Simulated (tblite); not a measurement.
# C4H14BNO2: the cost of one run

Programs: tblite 0.8.0 and PySCF 2.14.0, with density-fitted response routines of our own. Each step states its level of theory. These are calculated values for one molecule in the gas phase, unless marked as measured. Atoms count from 0, in the outputs and in this text.

### Step 1. The starting structure

22 atoms, charge 0, multiplicity 1; geometry from: force field or distance geometry start.

Bonds of the start (Å): C0–N1 1.44, N1–C2 1.47, N1–B3 1.52, B3–O4 1.44, B3–O5 1.45, O5–C6 1.40, O5–C7 1.36, C0–H8 1.11, C0–H9 1.10, C0–H10 1.12, C2–H11 1.10, C2–H12 1.11, C2–H13 1.11, B3–H14 1.22, O4–H15 0.98, C6–H16 1.12, C6–H17 1.12, C6–H18 1.10, C7–H19 1.13, C7–H20 1.11, C7–H21 1.08.

### Step 2. Optimising the geometry with GFN2-xTB

The job: settings as JSON, then the geometry in Å.

```
{"job": {"kind": "relax", "xc": "GFN2-xTB", "basis": "xTB"}, "charge": 0, "multiplicity": 1}
C      1.514500    -1.306600     0.250200
N      1.313100     0.057100     0.651000
C      2.422900     0.918000     0.231900
B     -0.040600     0.646500     0.277100
O     -0.011700     1.200200    -1.047000
O     -1.163400    -0.229700     0.573000
C     -2.219400     0.606900     0.936200
C     -1.607100    -1.017600    -0.438700
H      0.813600    -1.991700     0.775100
H      1.515600    -1.430000    -0.845200
H      2.531100    -1.626000     0.581000
H      3.364500     0.343600     0.172500
H      2.183800     1.352400    -0.764900
H      2.531800     1.793100     0.911400
H     -0.173200     1.605600     1.020300
H     -0.038200     0.460100    -1.692600
H     -3.041700    -0.076100     1.266800
H     -2.536200     1.086800    -0.028400
H     -1.938400     1.347300     1.702300
H     -2.480700    -1.596200    -0.016700
H     -2.025200    -0.384200    -1.252400
H     -0.925400    -1.740100    -0.866600
```

Started as:

```
$ OMP_NUM_THREADS=1 python probes_run.py task.json out
```

The driver reads the jobs from task.json and runs them one after another.

Q: Estimate the wall time of this first job on 1 thread of Arm Neoverse N1, shared host.

About 2.6 s.
